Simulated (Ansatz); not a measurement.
Runs of Ansatz 0.2.0 on GaGe3. The structure is cubic, space group Pm-3m (No. 221). The conventional cell has a = 4.278 Å, b = 4.278 Å, c = 4.278 Å, α = 90.00°, β = 90.00°, γ = 90.00°. Ge (site symmetry 4/mmm) is surrounded by 8 Ge at 3.03 Å and 4 Ga at 3.03 Å. Around Ga (site symmetry m-3m) lie 12 Ge at 3.03 Å. The cell comes from a database or a generator and needn't be the stable form of this composition.

```tsv
task	level	potentials or basis	cell	k mesh	cutoff (eV)	points for each segment of the path	mesh quality	gap on the mesh (eV)	pressure (GPa)	relaxed volume (Å³/atom)
single point	PBEsol	JTH PAW	as given	6 × 6 × 6	3600	-	not flagged	none	-3.2	-
relaxation of cell and atoms	HSE06	Ansatz PAW	relaxed	4 × 4 × 4	420	-	coarse	none	-	18.78
relaxation of cell and atoms	PBE0	Ansatz PAW	relaxed	4 × 4 × 4	420	-	coarse	none	-	(a)
band structure	LDA	Ansatz PAW	as given	6 × 6 × 6	420	14	not flagged	none	-4.9	-
```

Alike in all rows: no spin polarisation; smearing fermi-dirac 0.05 eV.

Q: Estimate the missing entries.

A: (a) 18.75.

Caveats: some runs use coarse meshes; the PAW data sets come from PBE, with cores solved anew for the run's functional, which leaves a small shift of forces and pressure (some runs); the plane-wave basis is chosen anew once the cell has moved, so the energies of steps on either side of that aren't comparable (some runs).

A k mesh can miss the band edges, and the runs leave out spin-orbit coupling on Ga, Ge.

A gap of «none» marks a metal or a gap under the smearing width.

Not every run made on this cell is shown here.
